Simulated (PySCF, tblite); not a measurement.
**C4H12PSi+: geometry, infrared bands and NMR shifts**

Wanted: the infrared bands and NMR shifts of C4H12PSi+ (`C=C(C)[PH2+]C[SiH3]`), by calculation.

The runs use tblite 0.8.0 and PySCF 2.14.0, with density-fitted response routines of our own; the level of theory stands in each step. All values are computed, except where a source is named. Atoms are numbered from 0 throughout.

**1. The starting structure**

18 atoms, charge 1, multiplicity 1; geometry from: force field or distance geometry start.

Bonds of the start (Å): C0–C1 1.33, C1–C2 1.49, C1–P3 1.78, P3–C4 1.81, C4–Si5 1.88, C0–H6 1.11, C0–H7 1.08, C2–H8 1.11, C2–H9 1.10, C2–H10 1.10, P3–H11 1.41, P3–H12 1.41, C4–H13 1.13, C4–H14 1.09, Si5–H15 1.47, Si5–H16 1.47, Si5–H17 1.46.

**2. Geometry optimisation with GFN2-xTB**

What the job is given:

```
{"job": {"kind": "relax", "xc": "GFN2-xTB", "basis": "xTB"}, "charge": 1, "multiplicity": 1}
C     -1.221800    -0.722900     1.569300
C     -1.381900    -0.185500     0.367000
C     -2.763200     0.172600    -0.059100
P     -0.024300     0.119200    -0.739100
C      1.426900     0.835700     0.066200
Si     2.899100    -0.327200     0.022500
H     -2.154900    -0.851200     2.155300
H     -0.266700    -1.012100     1.981800
H     -2.901700     1.236300     0.221300
H     -2.753700     0.100300    -1.155100
H     -3.539200    -0.478300     0.379400
H      0.355900    -1.042100    -1.452400
H     -0.497400     1.039500    -1.689600
H      1.708300     1.730900    -0.563700
H      1.221500     1.219500     1.066300
H      2.495500    -1.733700     0.154200
H      3.595000    -0.106200    -1.254800
H      3.794000     0.011300     1.124700
```

Run with:

```console
> OMP_NUM_THREADS=1 python probes_run.py task.json out
```

The driver reads the jobs from task.json and runs them one after another.

**Question.** This job is followed by: GFN2-xTB harmonic vibrations, gas phase; GIAO PBE0/pcSseg-1 NMR shielding, non-relativistic, gas phase. Predict these results of the whole session: strongest single infrared mode (GFN2-xTB); zero-point energy (GFN2-xTB); ¹³C shifts against TMS (PBE0/pcSseg-1); ¹H shifts against TMS (PBE0/pcSseg-1, means over atoms taken as alike); ³¹P shifts against H3PO4 (PBE0/pcSseg-1); ²⁹Si shifts against TMS (PBE0/pcSseg-1).

As calculated:

| quantity | value |
| --- | --- |
| strongest single infrared mode (GFN2-xTB) | 776 cm⁻¹, 307 km/mol |
| zero-point energy (GFN2-xTB) | 86.4 kcal/mol |
| ¹³C shifts against TMS (PBE0/pcSseg-1) | 150.9, 124.9, 23.9, -8.6 ppm |
| ¹H shifts against TMS (PBE0/pcSseg-1, means over atoms taken as alike) | 7.31, 6.58, 5.89, 4.47, 2.49, 1.63 ppm |
| ³¹P shifts against H3PO4 (PBE0/pcSseg-1) | -52.9 ppm |
| ²⁹Si shifts against TMS (PBE0/pcSseg-1) | -67.0 ppm |

What this shows: The optimisation took 122 steps and gained 0.496 eV; among the close pairs (by a distance rule), C4–Si5 changed most, from 1.877 to 1.961 Å. No mode is imaginary among the 48: a minimum at this level. The strongest single mode, at 776 cm⁻¹, moves mainly H15 and H16. GFN2-xTB is a fitted tight-binding method: band positions and strengths are rough. Its intensities can rank the bands wrongly. At PBE0/pcSseg-1: Shielding is most anisotropic at C0 (span 250 ppm, paramagnetic term -218 ppm).
